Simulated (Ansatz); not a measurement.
# AuS: the cost of one run

Method: DFT PBEsol, scalar-relativistic, plane waves, PAW, in Ansatz 0.2.0.

**1. The structure to begin with**

Symmetry: Fm-3m, No. 225, cubic system. The conventional cell has a = 5.177 Å, b = 5.177 Å, c = 5.177 Å, α = 90.00°, β = 90.00°, γ = 90.00°. Au (site symmetry m-3m) is surrounded by 6 S at 2.59 Å. S (site symmetry m-3m) is surrounded by 6 Au at 2.59 Å.

Coordinates:

```cif
data_structure
_symmetry_space_group_name_H-M 'P 1'
_symmetry_Int_Tables_number 1
_cell_length_a 3.6608
_cell_length_b 3.6608
_cell_length_c 3.6608
_cell_angle_alpha 60.000
_cell_angle_beta 60.000
_cell_angle_gamma 60.000
_cell_volume 34.69
loop_
_atom_site_label
_atom_site_type_symbol
_atom_site_fract_x
_atom_site_fract_y
_atom_site_fract_z
_atom_site_occupancy
Au1 Au 0.50000 0.50000 0.50000 1
S1 S 0.00000 0.00000 0.00000 1
```

This cell comes from an earlier session at PBEsol: 17.346 Å³/atom at 0.00 GPa, on a 10×10×10 mesh.

Volume factors to run: 0.980, 1.020, 0.960, 1.040.

**2. At 0.980 of the relaxed volume**

Input file input.yaml:

```yaml
crystal:
  lattice:
    - [0.0, 2.5712326433, 2.5712326433]
    - [2.5712326433, 0.0, 2.5712326433]
    - [2.5712326433, 2.5712326433, 0.0]
  atoms:
    - { symbol: Au, position: [0.5, 0.5, 0.5] }
    - { symbol: S, position: [0.0, 0.0, 0.0] }
basis:
  ecutwfc: 420
  ecutrho_ratio: 4
kpoints:
  mp_grid: { grid: [10, 10, 10] }
hamiltonian:
  xc: pbesol
scf:
  occupations: { method: gaussian, width: 0.05 }
output:
  forces: true
  stress: true
  eigenvalues: true
```

The run is started by

```bash
> ansatz run input.yaml --threads 4 --pin off --max-ram 4096MiB --backend cpu --events-out ev --progress --plain --runs-dir out
```

**Question.** How long does this run take on 4 threads of an Arm CPU, shared host, and how much memory does it need?

About 1.1 s, with a peak of 0.42 GiB.
